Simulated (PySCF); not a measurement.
# H8S2Si3: the cost of one run

The runs use PySCF 2.14.0, with density-fitted response routines of our own; the level of theory stands in each step. All values are computed, except where a source is named. Atoms are numbered from 0 throughout.

## 1. Starting geometry

13 atoms, charge 0, multiplicity 1; geometry from: GFN2-xTB. The atoms were then displaced at random by about 0.01 Å, so the start is not that level's minimum.

Bonds of the start (Å): Si0–S1 2.15, S1–Si2 2.18, Si2–Si3 2.30, Si2–S4 2.15, Si0–H5 1.49, Si0–H6 1.45, Si0–H7 1.43, Si2–H8 1.49, Si3–H9 1.50, Si3–H10 1.47, Si3–H11 1.45, S4–H12 1.30.

## 2. Relaxing the molecule at PBE0-D3(BJ)/def2-SVP

What the job is given:

```
{"job": {"xc": "PBE0", "basis": "def2-SVP", "d3": "d3bj", "grid": 1, "shake": 0.01, "kind": "geom"}, "charge": 0, "multiplicity": 1}
Si     2.481660     0.413830    -0.161080
S      1.006840    -0.707640    -1.243250
Si    -0.675920    -0.881290     0.134150
Si    -1.758440     1.112000     0.511780
S     -1.948130    -2.336000    -0.810670
H      1.834760     1.714060     0.185370
H      3.561150     0.562740    -1.112800
H      2.839010    -0.301390     1.026960
H     -0.090580    -1.563680     1.322780
H     -2.929920     0.854990     1.410460
H     -2.292910     1.731990    -0.704070
H     -0.895780     2.069060     1.185170
H     -1.125910    -2.685570    -1.755110
```

Launch:

```sh
$ OMP_NUM_THREADS=1 python probes_run.py task.json out
```

The driver reads the jobs from task.json and runs them one after another.

Q: Estimate the wall time and peak memory of this first job on 1 thread of Arm Neoverse V2, shared host.

About 99 s, with a peak of 0.56 GiB.
